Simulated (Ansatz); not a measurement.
**CH₃BO₂S: up Jacob's ladder to CCSD(T)**

The task here is to estimate one member of a computed series from the others.

Program: Ansatz 0.2.0, Gaussian basis. Level of theory: functionals in def2-TZVPP, the program's frozen cores in correlated methods. These are calculated values, not measurements.

Plan: LDA (SPW92), PBE-D4, revPBE-D4, BLYP-D4, r2SCAN-D4, B97M-V, PBE0-D4, B3LYP-D4, r2SCANh-D4, r2SCAN0-D4, HSE06-D4, BHLYP-D4, CAM-B3LYP-D4, LC-ωPBE, ωB97X-V, ωB97M-V, B2PLYP, PBE-QIDH; CCSD(T)/def2-SVP; CCSD(T)/def2-TZVPP; MP2/def2-QZVPP; extrapolation to the limit; RPA on PBE.

### The geometry

The geometry comes from an earlier relaxation with PBE0-D4 in a triple-zeta def2 set; it is a stationary point, not always the lowest conformer.

SMILES `OB1OC1S`, 8 atoms, charge 0, spin multiplicity 1.

Atoms are counted from 1 here; the program's logs count them from 0.

Bond lengths: O1–B2 1.338 Å, O1–H6 0.960 Å, B2–O3 1.332 Å, B2–C4 1.514 Å, O3–C4 1.522 Å, C4–S5 1.757 Å, C4–H7 1.086 Å, S5–H8 1.346 Å. Angles: B2–O1–H6 114.0°, O1–B2–O3 137.8°, O1–B2–C4 157.9°, O3–B2–C4 64.3°, B2–O3–C4 63.7°, B2–C4–O3 52.0°, B2–C4–S5 122.1°, B2–C4–H7 121.7°, O3–C4–S5 117.6°, O3–C4–H7 110.6°, S5–C4–H7 114.8°, C4–S5–H8 98.2°.

Set-up of the first run:

in.yaml

```yaml
crystal:
  periodic: [false, false, false]
  atoms:
    - {symbol: O, position_ang: [-1.528396, 0.636981, 1.489973]}
    - {symbol: B, position_ang: [-0.537231, 0.060025, 0.801481]}
    - {symbol: O, position_ang: [0.057577, -1.129828, 0.738997]}
    - {symbol: C, position_ang: [0.580507, -0.063511, -0.212313]}
    - {symbol: S, position_ang: [0.267007, -0.277979, -1.927505]}
    - {symbol: H, position_ang: [-1.692327, 1.550526, 1.246281]}
    - {symbol: H, position_ang: [1.604591, 0.199120, 0.034015]}
    - {symbol: H, position_ang: [1.340372, -1.032233, -2.226729]}
basis:
  gaussian: {orbitals: def2-TZVPP}
hamiltonian: {xc: lda}
output: {orbitals: {seedname: orbitals}}
```

On the command line:

```bash
> ansatz run in.yaml --threads 2 --pin off --events-out ev --progress --plain --max-ram 4352MiB
```

Among the steps run: LDA; PBE-D4 (GGA); revPBE-D4 (GGA); BLYP-D4 (GGA); r2SCAN-D4 (meta-GGA); B97M-V (meta-GGA); B3LYP-D4 (hybrid); r2SCANh-D4 (hybrid); r2SCAN0-D4 (hybrid); HSE06-D4 (hybrid); BHLYP-D4 (hybrid); CAM-B3LYP-D4 (range-separated); LC-ωPBE (range-separated); ωB97X-V (range-separated); ωB97M-V (range-separated); B2PLYP (double hybrid); PBE-QIDH (double hybrid).

One of the session's tables, all rows but one given; the rest of the session is left out.

It belongs to the step «Orbital energies across the functionals». 

```
  functional  HOMO (eV)  gap (eV)
 LDA (SPW92)      -6.30      5.26
      PBE-D4      -6.14      5.30
   revPBE-D4      -6.08      5.32
     BLYP-D4      -5.99      5.16
   r2SCAN-D4      -6.40      5.99
      B97M-V      -6.46      5.84
     PBE0-D4      -7.38      7.41
    B3LYP-D4      -7.14      6.85
  r2SCANh-D4      -6.86      6.75
  r2SCAN0-D4      -7.55      7.88
    HSE06-D4      -6.98      6.63
    BHLYP-D4          ?         ?
CAM-B3LYP-D4      -8.74      9.59
     LC-ωPBE     -10.14     12.29
     ωB97X-V      -9.76     11.71
     ωB97M-V      -9.59     11.12
```

Q: Estimate the row for BHLYP-D4 from the others.

Worked estimate for «HOMO (eV)». Against the share of exact exchange, BLYP-D4 (0, -5.99), B3LYP-D4 (0.2, -7.14) give a slope of -5.75 per unit share; at 0.5 the line stands at -8.86.

As computed: HOMO (eV): -8.50; gap (eV): 9.20. In «HOMO (eV)» the line misses by -0.36.
